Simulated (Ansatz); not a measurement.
## ClFHSeSi, SMILES F[Si](Cl)[SeH]: an atomisation energy, step by step

Computed with Ansatz 0.2.0, Python API.

The cells in order, each with its output:

```python
from collections import Counter

import ansatz

BASIS = "6-31G*"
FUNCTIONAL = "r2scan0"
```

```python
def energy(molecule, charge=0, unpaired=0):
    calc = (
        molecule.calculation()
        .basis(gaussian=BASIS)
        .functional(FUNCTIONAL)
    )
    if charge:
        calc = calc.charge(charge)
    if unpaired:
        calc = calc.spin("collinear", total=unpaired)
    return calc.run().report["free_energy_ev"]
```

```python
system = (
    ansatz.Crystal.molecule()
    .atom("F", [-0.6081, -1.8139, -0.2686])
    .atom("Si", [-0.5848, -0.368, 0.6499])
    .atom("Cl", [-1.8974, 1.0794, -0.1717])
    .atom("Se", [1.6292, 0.4438, 0.6452])
    .atom("H", [1.511, 0.585, -0.8963])
)

# unpaired electrons of the ground-state atoms
unpaired = {"F": 1, "Si": 2, "Cl": 1, "Se": 2, "H": 1}
counts = Counter(site.symbol for site in system.cartesian_sites)
atom_energy = {s: energy(ansatz.Crystal.molecule().atom(s, (0, 0, 0)), 0, unpaired[s]) for s in counts}
whole = energy(system, 0, 1)
for s, e in atom_energy.items():
    print(f"{s:2s} x{counts[s]}  {e:14.5f} eV")
print(f"ClFHSeSi: {whole:.5f} eV")
split = sum(counts[s] * e for s, e in atom_energy.items()) - whole
print(f"atomisation energy (no zero-point term): {23.060548 * split:.1f} kcal/mol, {split / sum(counts.values()):.3f} eV an atom")
```

    F  x1     -2712.16359 eV
    Si x1     -7872.81705 eV
    Cl x1    -12519.61621 eV
    Se x1    -65339.30596 eV
    H  x1       -13.55743 eV
    ClFHSeSi: -88472.29783 eV
    atomisation energy (no zero-point term): 342.2 kcal/mol, 2.968 eV an atom

342.2 kcal/mol from the electronic energies, without the zero-point term.

Notes:
- Total energies depend on the basis set; only differences at equal settings carry meaning.
- The geometry is a force-field or estimated start, not a minimum of this method, and the basis set is short of its limit. All parts are taken at fixed geometry, without zero-point energy.
- The run takes the species as open-shell (spin multiplicity 2), which needn't be its ground state.
- The spin-orbit lowering of heavy atoms is left out.
- Wall time of the script: 16 s on 1 thread of Arm Neoverse V1, with other jobs on the host, peak memory 0.36 GiB.
